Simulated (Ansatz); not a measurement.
# Si2H4 (SMILES [SiH][SiH3]) at UHSE06/STO-3G

What is the electronic atomisation energy of Si2H4 at UHSE06/STO-3G? 

The calculation is run with Ansatz 0.2.0.

29 further runs of the same task are left out: 29 set aside as unsound or not needed.

**1. The system as given**

Si2H4 has 6 atoms, charge 0, and is taken as a triplet. SMILES: `[SiH][SiH3]`. The shape is that of a GFN2-xTB optimisation.

Bond lengths: Si1–Si2 2.254 Å, Si1–H3 1.473 Å, Si2–H4 1.467 Å, Si2–H5 1.474 Å, Si2–H6 1.474 Å. Angles: Si1–Si2–H4 105.5°, Si1–Si2–H5 115.5°, Si1–Si2–H6 115.4°, Si2–Si1–H3 128.8°, H4–Si2–H5 107.9°, H4–Si2–H6 107.9°, H5–Si2–H6 104.3°.

**2. The energy at UHSE06/STO-3G**

Input file job.yaml:

```yaml
crystal:
  periodic: [false, false, false]
  atoms:
    - {symbol: Si, position_ang: [0.322720, -1.575880, 0.287350]}
    - {symbol: Si, position_ang: [-0.300130, 0.523270, -0.245660]}
    - {symbol: H, position_ang: [1.427930, -2.017820, 1.155760]}
    - {symbol: H, position_ang: [-1.456530, 0.376070, -1.136010]}
    - {symbol: H, position_ang: [0.714920, 1.325330, -0.951090]}
    - {symbol: H, position_ang: [-0.708920, 1.369020, 0.889660]}
basis:
  gaussian:
    orbitals: STO-3G
magnetization:
  spin_polarized: true
  initial_magnetization: 2
hamiltonian:
  xc: hse06
accuracy: high
```

Launch:

```bash
ansatz run job.yaml --threads 1 --pin off --max-ram 2610MiB --events-out events.jsonl --progress --plain --runs-dir runs
```

The log of the run:

```text
Warning: RAYON_NUM_THREADS=1 ignored (pool sized by the plan → 1); use --threads N
Functional definition: HSE06
  name "HSE06"
  parameter a = 0.25
  parameter omega = 0.11/bohr
  exchange = pbe_x - a*pbe_x_sr(omega) + a*exact_x_sr(omega)
  correlation = pbe_c
388 factors; integrals over basis functions are off by at most 6.1e-9 eV
66 factors; integrals over basis functions are off by at most 7.6e-10 eV
mean field evaluation 1: about -15626.3967 eV, gradient 9.2e0 eV
mean field evaluation 2: about -15626.8389 eV, gradient 6.5e0 eV
mean field evaluation 4: about -15627.1723 eV, gradient 1.8e-1 eV
mean field evaluation 8: about -15627.1234 eV, gradient 2.3e-3 eV
mean field evaluation 16: about -15627.1234 eV, gradient 2.5e-7 eV
mean field -15627.12342640 eV, -574.2861934755 hartree, gradient 5.7e-8 eV, S^2 2.001940; 0 other end points of the search recorded, 0 dependent functions left out
reference -15627.12342848 eV, -574.2861935518 hartree; 17, 15 occupied and 5, 7 virtual orbitals, 388 factors
Total energy: -15627.12342848 eV, -574.2861935518 hartree
```

It took 1.8 s on 1 thread of AMD EPYC 9R14 (Zen 4), shared host; peak memory 0.16 GiB.

**3. The H atom at the same level**

Input file run.yaml:

```yaml
basis:
  gaussian: {orbitals: STO-3G}
crystal:
  periodic: [false, false, false]
  atoms:
    - {symbol: H, position_ang: [0.000000, 0.000000, 0.000000]}
magnetization: {spin_polarized: true, initial_magnetization: 1}
hamiltonian: {xc: hse06}
accuracy: high
```

Run the same way, it converges to -0.46620 Eh (log not shown).

**4. The Si atom**

Input file in.yaml:

```yaml
crystal:
  periodic: [false, false, false]
  atoms:
    - {symbol: Si, position_ang: [0.000000, 0.000000, 0.000000]}
basis:
  gaussian: {orbitals: STO-3G}
magnetization: {spin_polarized: true, initial_magnetization: 2}
hamiltonian: {xc: hse06}
accuracy: high
```

Launch:

```bash
ansatz run in.yaml --threads 1 --pin off --max-ram 2610MiB --events-out events.jsonl --progress --plain --runs-dir runs
```

The log of the run:

```text
Warning: RAYON_NUM_THREADS=1 ignored (pool sized by the plan → 1); use --threads N
Functional definition: HSE06
  name "HSE06"
  parameter a = 0.25
  parameter omega = 0.11/bohr
  exchange = pbe_x - a*pbe_x_sr(omega) + a*exact_x_sr(omega)
  correlation = pbe_c
42 factors; integrals over basis functions are off by at most 1.8e-9 eV
19 factors; integrals over basis functions are off by at most 2.3e-10 eV
mean field evaluation 1: about -7777.4736 eV, gradient 2.3e-1 eV
mean field evaluation 2: about -7777.4737 eV, gradient 9.7e-3 eV
mean field evaluation 4: about -7777.4729 eV, gradient 2.6e-4 eV
mean field evaluation 8: about -7777.4729 eV, gradient 4.3e-9 eV
mean field -7777.47292407 eV, -285.8168581992 hartree, gradient 4.3e-9 eV, S^2 2.000001; 0 other end points of the search recorded, 0 dependent functions left out
reference -7777.47292555 eV, -285.8168582533 hartree; 8, 6 occupied and 1, 3 virtual orbitals, 42 factors
Total energy: -7777.47292555 eV, -285.8168582533 hartree
```

It took 0.4 s on 1 thread of AMD EPYC 9R14 (Zen 4), shared host.

**5. Outcome**

At UHSE06/STO-3G:

```
                     quantity          value
       molecule: total energy  -574.28619 Eh
               molecule: ⟨S²⟩          2.002
         H atom: total energy    -0.46620 Eh
                 H atom: ⟨S²⟩          0.750
        Si atom: total energy  -285.81686 Eh
                Si atom: ⟨S²⟩          2.000
electronic atomisation energy      21.434 eV
```

**Reading.** Taking the molecule apart into free atoms costs 21.43 eV (2068 kJ/mol), before zero-point energy and without spin-orbit coupling. In a minimal basis such a difference can be off by several eV, whatever the method.
